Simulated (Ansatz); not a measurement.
# ClF2H3OSi2: the cost of one run

Program: Ansatz 0.2.0, Gaussian basis. Level of theory: PBE0-D4/def2-TZVP structures, single points in def2-TZVPP, no counterpoise correction. These are calculated values, not measurements.

Levels: SPW92, PBE-D4, BLYP-D4, r2SCAN-D4, B97M-V, PBE0-D4, B3LYP-D4, r2SCAN0-D4, BHLYP-D4, CAM-B3LYP-D4, wB97X-V, wB97M-V, B2PLYP, PBE-QIDH, RPA on PBE, Hartree-Fock, MP2, CCSD, CCSD(T).

Correlated methods freeze the cores. B3LYP uses VWN-RPA correlation. B2PLYP carries no dispersion term here.

114 further runs of the same task are left out: 1 that didn't finish, 113 set aside as unsound or not needed.

## Step 1: Starting geometry

The complex: 14 atoms, charge 0, spin multiplicity 1.

Atoms are counted from 1 here; the program's logs count them from 0.

Bond lengths: Si1–O2 1.613 Å, Si1–F4 1.569 Å, Si1–F5 1.571 Å, Si1–Cl6 2.016 Å, O2–Si3 1.679 Å, Si3–H11 1.478 Å, Si3–H12 1.476 Å, Si3–H13 1.482 Å, H7–O8 0.964 Å, O8–H14 0.959 Å, H9–F10 0.935 Å. Angles: O2–Si1–F4 109.3°, O2–Si1–F5 112.1°, O2–Si1–Cl6 110.0°, F4–Si1–F5 109.6°, F4–Si1–Cl6 108.0°, F5–Si1–Cl6 107.7°, Si1–O2–Si3 134.9°, O2–Si3–H11 109.8°, O2–Si3–H12 107.2°, O2–Si3–H13 106.6°, H11–Si3–H12 112.5°, H11–Si3–H13 110.2°, H12–Si3–H13 110.3°, H7–O8–H14 106.5°.

As a file:

| atom | x (Å) | y (Å) | z (Å) |
| --- | --- | --- | --- |
| Si1 | -0.83876 | 1.12820 | 0.96795 |
| O2 | -0.49497 | 0.57001 | -0.50607 |
| Si3 | -0.87749 | -0.82146 | -1.36493 |
| F4 | 0.44900 | 1.77282 | 1.59190 |
| F5 | -1.37655 | -0.00179 | 1.91719 |
| Cl6 | -2.25748 | 2.55580 | 0.85040 |
| H7 | 2.04631 | -0.67579 | 0.54538 |
| O8 | 1.28157 | -1.13893 | 0.90568 |
| H9 | 1.26159 | 0.89703 | -0.84357 |
| F10 | 2.19302 | 0.84234 | -0.91095 |
| H11 | -1.44125 | -1.83533 | -0.44983 |
| H12 | 0.35999 | -1.28120 | -2.02602 |
| H13 | -1.88604 | -0.42865 | -2.37778 |
| H14 | 1.58106 | -1.58305 | 1.70096 |

Its parts: ClF₂H₃OSi₂ holds atoms 1, 2, 3, 4, 5, 6, 11, 12, 13; H₂O holds atoms 7, 8, 14; HF holds atoms 9, 10. Each part counts its atoms afresh in its own runs.

## Step 2: Relaxing ClF₂H₃OSi₂ alone

The input, relax-a/in.yaml:

```yaml
crystal:
  periodic: [false, false, false]
  atoms:
    - {symbol: Si, position_ang: [-0.838760, 1.128196, 0.967949]}
    - {symbol: O, position_ang: [-0.494972, 0.570010, -0.506074]}
    - {symbol: Si, position_ang: [-0.877489, -0.821455, -1.364932]}
    - {symbol: F, position_ang: [0.449004, 1.772816, 1.591896]}
    - {symbol: F, position_ang: [-1.376546, -0.001788, 1.917188]}
    - {symbol: Cl, position_ang: [-2.257485, 2.555799, 0.850401]}
    - {symbol: H, position_ang: [-1.441249, -1.835333, -0.449826]}
    - {symbol: H, position_ang: [0.359990, -1.281203, -2.026020]}
    - {symbol: H, position_ang: [-1.886040, -0.428648, -2.377780]}
basis:
  gaussian: {orbitals: def2-TZVP}
hamiltonian: {xc: pbe0, dispersion: d4}
relax: {f_tol: 0.005, max_steps: 200}
```

On the command line:

```bash
$ ansatz run in.yaml --threads 4 --pin off --events-out ev --progress --plain --max-ram 66560MiB --backend cuda --devices 0, --max-vram 37GiB
```

**Question.** How long does this run take on 1 × a share of an NVIDIA H100 with 4 threads of AMD EPYC 7R13, shared host?

About 51 s.
